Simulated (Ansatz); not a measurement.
## CH₅BOSi, SMILES B1OC[SiH2]1: an atomisation energy, step by step

Program: the Ansatz DFT code, driven from Python.

The script reads `ch5bosi.xyz`:
```text
9

B    -0.79230    0.30160   -1.09750
O     0.62590    0.62360   -1.14580
C     1.00270    0.14540    0.08650
Si   -0.46440   -0.57290    0.57570
H    -1.76710    1.01580   -1.40140
H     1.83150   -0.60580   -0.01370
H     1.36020    0.98050    0.77440
H    -0.53930   -2.02970    0.43350
H    -1.16870    0.09510    1.77120
```

Run as a notebook:

```python
from collections import Counter

import ansatz as az
```

```python
BASIS_SET = "cc-pVTZ"
FUNCTIONAL = "r2scan0"


def total_energy(molecule, charge=0, unpaired=0):
    calc = molecule.calculation().basis(gaussian=BASIS_SET).functional(FUNCTIONAL)
    if charge:
        calc = calc.charge(charge)
    if unpaired:
        calc = calc.spin("collinear", total=unpaired)
    return calc.run(threads=1, backend="cpu").report["free_energy_ev"]

system = az.Crystal.molecule_from_extxyz("ch5bosi.xyz")
```

```python
unpaired = {"B": 1, "O": 2, "C": 2, "Si": 2, "H": 1}
counts = Counter(site.symbol for site in system.cartesian_sites)
atom_energy = {s: total_energy(az.Crystal.molecule().atom(s, (0, 0, 0)), 0, unpaired[s]) for s in counts}
whole = total_energy(system, 0, 0)
for s, e in atom_energy.items():
    print(f"{s:2s} x{counts[s]}  {e:14.5f} eV")
print(f"CH5BOSi: {whole:.5f} eV")
split = sum(counts[s] * e for s, e in atom_energy.items()) - whole
print(f"atomisation energy (no zero-point term): {96.485332 * split:.1f} kJ/mol, {split / sum(counts.values()):.3f} eV an atom")
```

    B  x1      -670.45432 eV
    O  x1     -2042.28144 eV
    C  x1     -1029.49570 eV
    Si x1     -7873.48000 eV
    H  x5       -13.60218 eV
    CH5BOSi: -11715.55692 eV
    atomisation energy (no zero-point term): 3071.6 kJ/mol, 3.537 eV an atom

3071.6 kJ/mol from the electronic energies, without the zero-point term.

Reading the output:
- Total energies depend on the basis set; only differences at equal settings carry meaning.
- The geometry is a force-field or estimated start, not a minimum of this method, and the basis set is short of its limit. All parts are taken at fixed geometry, without zero-point energy.
- For Al to Cl the sets with a tight d function, cc-pV(X+d)Z, are usual.
- Run time: 6.4 s on 1 thread of Intel(R) Xeon(R) 6975P-C (Granite Rapids) (shared host), peak memory 0.39 GiB.
